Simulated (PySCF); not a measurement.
# Ge²⁺: dipole response in aug-cc-pVDZ-DK

Aim: the static polarisability and the C₆ coefficient of Ge²⁺, method by method.

Program: PySCF 2.14.0. Level of theory: unrestricted determinants in a Gaussian basis, no spin-orbit coupling in the energies. These are calculated values, not measurements, unless marked.

## Step 1: What is computed

| Quantity | Value |
| --- | --- |
| Element | germanium (Z = 32) |
| Basis | aug-cc-pVDZ-DK |
| Hamiltonian | the spin-free X2C one-electron Hamiltonian (Gaussian nucleus) |
| State 1 | Ge²⁺: [Ar] 3d10 4s2, closed-shell 1S |
| Methods | UHF, PBE, PBE0, BHandHLYP, M06-L |

Outer shells as boxes (Hund's rule):

Ge2+ [Ar] 3d10 4s2
```
[Ar] core
3d [↑↓][↑↓][↑↓][↑↓][↑↓]
4s [↑↓]
```

The runs were made by one driver on top of PySCF. The scripts below sum up each run's settings (the driver also hands on starting orbitals that pick excited configurations, and frozen orbitals as a list rather than a count), and the logs come from the driver's own runs. The driver starts from symmetry-adapted Hartree-Fock orbitals, holds the occupation by maximum overlap and uses a logarithmic radial grid for functionals, so a plain start would take other cycles.

The integrals over 36 functions and the set-up took 0.56 s of CPU time.

## Step 2: Ge²⁺: the ladder of methods

#### UHF

Input file input.py:

```python
from pyscf import gto, scf, dft, mp, cc
import basis_set_exchange as bse
mol = gto.M(atom="Ge 0 0 0", charge=2, spin=0, symmetry="D2h",
            basis=gto.basis.parse(bse.get_basis("aug-cc-pVDZ-DK", elements=["Ge"], fmt="nwchem")),
            nucmod="G")
mf = scf.UHF(mol).sfx2c1e()
mf.irrep_nelec = {'Ag': (6, 6), 'B1g': (1, 1), 'B2g': (1, 1), 'B3g': (1, 1), 'B1u': (2, 2), 'B2u': (2, 2), 'B3u': (2, 2)}
mf.kernel()
```

The program printed:

```text
damping factor = 0
level_shift factor = 0
DIIS = <class 'pyscf.scf.diis.CDIIS'>
diis_start_cycle = 1
diis_space = 10
diis_damp = 0
SCF conv_tol = 1e-09
SCF conv_tol_grad = None
number electrons alpha = 15  beta = 15
cycle= 1 E= -2096.12748405768  delta_E= -6.82e-12  |g|= 4.72e-07  |ddm|= 6.91e-06
converged SCF energy = -2096.12748405768  <S^2> = -7.1054274e-15  2S+1 = 1
```

CPU time 0.85 s on a shared host, the integrals not counted.

Orbital energies by shell (radii are means over both spins):

```csv
shell,electrons,mean orbital energy (eV),spread (eV),rms radius (bohr)
1s,2,-11199.4,0,0.0542
2s,2,-1474.5,0,0.227
2p,6,-1286.6,0,0.203
3s,2,-221.78,0,0.667
3p,6,-161.97,0,0.700
3d,10,-63.620,0,0.811
4s,2,-32.488,0,2.13
```

⟨S²⟩ = 0.000, ⟨L²⟩ = 0.00.

The driver then solved the coupled dipole response at imaginary frequencies: mean α = 11.81 bohr³, C₆ = 44.44 au for a like pair.

#### PBE

input.py, as changed from the run before:

```diff
@@ -5,3 +5,3 @@
             nucmod="G")
-mf = scf.UHF(mol).sfx2c1e()
+mf = dft.UKS(mol, xc="PBE").sfx2c1e()
 mf.irrep_nelec = {'Ag': (6, 6), 'B1g': (1, 1), 'B2g': (1, 1), 'B3g': (1, 1), 'B1u': (2, 2), 'B2u': (2, 2), 'B3u': (2, 2)}
```

The program printed:

```text
damping factor = 0
level_shift factor = 0
DIIS = <class 'pyscf.scf.diis.CDIIS'>
diis_start_cycle = 1
diis_space = 10
diis_damp = 0
SCF conv_tol = 1e-09
SCF conv_tol_grad = None
number electrons alpha = 15  beta = 15
XC functionals = PBE
    J. P. Perdew, K. Burke, and M. Ernzerhof.,  Phys. Rev. Lett. 77, 3865 (1996)
    J. P. Perdew, K. Burke, and M. Ernzerhof.,  Phys. Rev. Lett. 78, 1396 (1997)
    J. P. Perdew, K. Burke, and M. Ernzerhof.,  Phys. Rev. Lett. 77, 3865 (1996)
    J. P. Perdew, K. Burke, and M. Ernzerhof.,  Phys. Rev. Lett. 78, 1396 (1997)
cycle= 1 E= -2097.46789385913  delta_E= -0.00817  |g|= 0.0684  |ddm|= 0.664
cycle= 2 E= -2097.46891651112  delta_E= -0.00102  |g|= 0.0345  |ddm|= 0.193
cycle= 3 E= -2097.46929075264  delta_E= -0.000374  |g|= 0.000188  |ddm|= 0.0816
cycle= 4 E= -2097.46929076643  delta_E= -1.38e-08  |g|= 1.58e-06  |ddm|= 0.00101
cycle= 5 E= -2097.46929076643  delta_E= -4.55e-13  |g|= 1.72e-09  |ddm|= 7.48e-06
converged SCF energy = -2097.46929076643  <S^2> = -7.1054274e-15  2S+1 = 1
```

It used 2.3 s of CPU time after the integrals (shared host).

The driver then solved the coupled dipole response at imaginary frequencies: mean α = 10.06 bohr³, C₆ = 35.22 au for a like pair.

#### PBE0

input.py, as changed from the run before:

```diff
@@ -5,3 +5,3 @@
             nucmod="G")
-mf = dft.UKS(mol, xc="PBE").sfx2c1e()
+mf = dft.UKS(mol, xc="PBE0").sfx2c1e()
 mf.irrep_nelec = {'Ag': (6, 6), 'B1g': (1, 1), 'B2g': (1, 1), 'B3g': (1, 1), 'B1u': (2, 2), 'B2u': (2, 2), 'B3u': (2, 2)}
```

The program printed:

```text
damping factor = 0
level_shift factor = 0
DIIS = <class 'pyscf.scf.diis.CDIIS'>
diis_start_cycle = 1
diis_space = 10
diis_damp = 0
SCF conv_tol = 1e-09
SCF conv_tol_grad = None
number electrons alpha = 15  beta = 15
XC functionals = PBE0
    C. Adamo and V. Barone.,  J. Chem. Phys. 110, 6158 (1999)
    M. Ernzerhof and G. E. Scuseria.,  J. Chem. Phys. 110, 5029 (1999)
cycle= 1 E= -2097.49527199167  delta_E= -0.00477  |g|= 0.0347  |ddm|= 0.514
cycle= 2 E= -2097.49557514069  delta_E= -0.000303  |g|= 0.0132  |ddm|= 0.14
cycle= 3 E= -2097.49562808603  delta_E= -5.29e-05  |g|= 8.81e-05  |ddm|= 0.0293
cycle= 4 E= -2097.49562808929  delta_E= -3.26e-09  |g|= 1.16e-06  |ddm|= 0.000683
cycle= 5 E= -2097.49562808929  delta_E=    0  |g|= 3.66e-08  |ddm|= 1.42e-06
converged SCF energy = -2097.49562808929  <S^2> = -3.5527137e-15  2S+1 = 1
```

CPU time 2.7 s on a shared host, the integrals not counted.

The driver then solved the coupled dipole response at imaginary frequencies: mean α = 10.50 bohr³, C₆ = 37.43 au for a like pair.

#### BHandHLYP

input.py, as changed from the run before:

```diff
@@ -5,3 +5,3 @@
             nucmod="G")
-mf = dft.UKS(mol, xc="PBE0").sfx2c1e()
+mf = dft.UKS(mol, xc="BHANDHLYP").sfx2c1e()
 mf.irrep_nelec = {'Ag': (6, 6), 'B1g': (1, 1), 'B2g': (1, 1), 'B3g': (1, 1), 'B1u': (2, 2), 'B2u': (2, 2), 'B3u': (2, 2)}
```

The program printed:

```text
damping factor = 0
level_shift factor = 0
DIIS = <class 'pyscf.scf.diis.CDIIS'>
diis_start_cycle = 1
diis_space = 10
diis_damp = 0
SCF conv_tol = 1e-09
SCF conv_tol_grad = None
number electrons alpha = 15  beta = 15
XC functionals = BHANDHLYP
    A. D. Becke.,  J. Chem. Phys. 98, 1372 (1993)
    Defined through Gaussian implementation.
cycle= 1 E= -2097.73629165765  delta_E= -0.00224  |g|= 0.0176  |ddm|= 0.336
cycle= 2 E= -2097.736381692  delta_E= -9e-05  |g|= 0.00499  |ddm|= 0.092
cycle= 3 E= -2097.73638896769  delta_E= -7.28e-06  |g|= 0.000125  |ddm|= 0.00822
cycle= 4 E= -2097.73638898008  delta_E= -1.24e-08  |g|= 1.2e-06  |ddm|= 0.00146
cycle= 5 E= -2097.73638898008  delta_E= -1.36e-12  |g|= 6.45e-08  |ddm|= 8.51e-06
converged SCF energy = -2097.73638898008  <S^2> = -1.0658141e-14  2S+1 = 1
```

It used 3.2 s of CPU time after the integrals (shared host).

The driver then solved the coupled dipole response at imaginary frequencies: mean α = 10.60 bohr³, C₆ = 37.96 au for a like pair.

#### M06-L

input.py, as changed from the run before:

```diff
@@ -5,3 +5,3 @@
             nucmod="G")
-mf = dft.UKS(mol, xc="BHANDHLYP").sfx2c1e()
+mf = dft.UKS(mol, xc="M06L").sfx2c1e()
 mf.irrep_nelec = {'Ag': (6, 6), 'B1g': (1, 1), 'B2g': (1, 1), 'B3g': (1, 1), 'B1u': (2, 2), 'B2u': (2, 2), 'B3u': (2, 2)}
```

The program printed:

```text
damping factor = 0
level_shift factor = 0
DIIS = <class 'pyscf.scf.diis.CDIIS'>
diis_start_cycle = 1
diis_space = 10
diis_damp = 0
SCF conv_tol = 1e-09
SCF conv_tol_grad = None
number electrons alpha = 15  beta = 15
XC functionals = M06L
    Y. Zhao and D. G. Truhlar.,  J. Chem. Phys. 125, 194101 (2006)
    Y. Zhao and D. G. Truhlar.,  J. Chem. Phys. 125, 194101 (2006)
    Y. Zhao and D. G. Truhlar.,  Theor. Chem. Acc. 120, 215 (2008)
cycle= 1 E= -2097.69720794574  delta_E= -0.00674  |g|= 0.0425  |ddm|= 0.67
cycle= 2 E= -2097.69766085593  delta_E= -0.000453  |g|= 0.0202  |ddm|= 0.206
cycle= 3 E= -2097.69778755744  delta_E= -0.000127  |g|= 0.000339  |ddm|= 0.0294
cycle= 4 E= -2097.69778767326  delta_E= -1.16e-07  |g|= 2.92e-05  |ddm|= 0.00714
cycle= 5 E= -2097.69778767412  delta_E= -8.61e-10  |g|= 3.27e-06  |ddm|= 0.000365
converged SCF energy = -2097.69778767412  <S^2> = -1.0658141e-14  2S+1 = 1
```

It used 4.9 s of CPU time after the integrals (shared host).

The driver then solved the coupled dipole response at imaginary frequencies: mean α = 9.914 bohr³, C₆ = 34.73 au for a like pair.

Radial density 4πr²ρ of Ge²⁺ at UHF:

```csv
r (bohr),density
0.000627,0.192
0.00105,0.496
0.00177,1.20
0.00298,2.84
0.00502,6.49
0.00844,13.7
0.0142,25.2
0.0239,36.9
0.0402,38.1
0.0676,31.5
0.114,41.2
0.191,40.5
0.322,22.6
0.541,29.0
0.910,12.7
1.53,2.57
2.57,0.673
4.33,0.0262
7.28,1.25e-05
```

## Step 3: The response side by side

Ge²⁺, in atomic units:

```csv
method,mean α,C₆ (like pair),S(−4)
UHF,11.81,44.44,68.56
PBE,10.06,35.22,49.24
PBE0,10.50,37.43,53.81
BHandHLYP,10.60,37.96,54.92
M06-L,9.914,34.73,47.06
```

α(iu) at M06-L:

```csv
u (hartree),α(iu) (bohr³)
0,9.914
0.0500,9.798
0.100,9.466
0.200,8.342
0.300,6.979
0.500,4.631
0.750,2.848
1.00,1.882
1.50,0.9783
2.00,0.5932
3.00,0.2828
5.00,0.1072
```

## Step 4: Summary of results

| quantity | value |
| --- | --- |
| α of Ge²⁺ | 9.914 (M06-L) to 11.81 (UHF) bohr³ |

**Reading.** A single London oscillator with the computed α and C₆ of Ge²⁺ at UHF would have ω = 4 C₆ / (3 α²) = 0.424 hartree. All values hold for this basis alone; no basis-set limit was taken.
